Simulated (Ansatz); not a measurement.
What does this script print? It uses the Ansatz DFT code, driven from Python.

`cd2hg_soc.py`
```python
"""Levels of Cd2Hg without and with spin-orbit coupling."""

import ansatz as az
from pymatgen.core import Lattice, Structure
from pymatgen.io.ase import AseAtomsAdaptor

pmg_structure = Structure(
    Lattice([(-2.009024, 2.009024, 4.290868), (2.009024, -2.009024, 4.290868), (2.009024, 2.009024, -4.290868)]),
    ["Cd", "Cd", "Hg"],
    [
        (0.33421, 0.33421, 0.0),
        (0.66579, 0.66579, 0.0),
        (0.0, 0.0, 0.0),
    ],
)
cd2hg = az.Crystal.from_ase(AseAtomsAdaptor.get_atoms(pmg_structure))

model = (
    cd2hg.calculation()
    .functional("pbesol")
    .kpoints(10)
    .occupations("fermi_dirac", width=0.15)
    .band_table()
)
for label, variant in (("scalar-relativistic", model), ("spin-orbit", model.spin(soc=True))):
    report = variant.run().report
    zero = report["band_edges_ev"][0] if report.get("band_edges_ev") else report["fermi_energy_ev"]
    near = [round(e - zero, 3) for e in report["eigenvalues_ev"][0] if abs(e - zero) < 4]
    print(label)
    print("  band edges (eV):", [round(e, 3) for e in report.get("band_edges_ev") or []] or "none reported")
    print("  levels at k =", report["kpoints_frac"][0], "within 4 eV of the zero:", near)
```

```console
$ python cd2hg_soc.py
DeckWarning: basis.ecutwfc = 420 eV, auto-derived from the records' recommended cutoffs: set by Cd (normal level)
scalar-relativistic
  band edges (eV): none reported
  levels at k = [0.0, 0.0, 0.0] within 4 eV of the zero: [1.199, 1.47, 3.374, 3.901]
spin-orbit
  band edges (eV): none reported
  levels at k = [0.0, 0.0, 0.0] within 4 eV of the zero: [1.246, 1.246, 1.393, 1.393, 3.399, 3.399, 3.455, 3.455]
```
(Warnings from the package without file and line, repeats left out.)

Notes:
- This cell is a computed structure, which may not be the phase found in nature.
- Gaps and levels are Kohn-Sham values on a finite set of k-points.
- With spin-orbit coupling each level holds one electron and, with inversion or at time-reversal points, comes in pairs; a window in energy can cut a split set.
- Timing: 84 s on 1 thread of Arm Neoverse V1, on a shared host, peak memory 1.1 GiB.
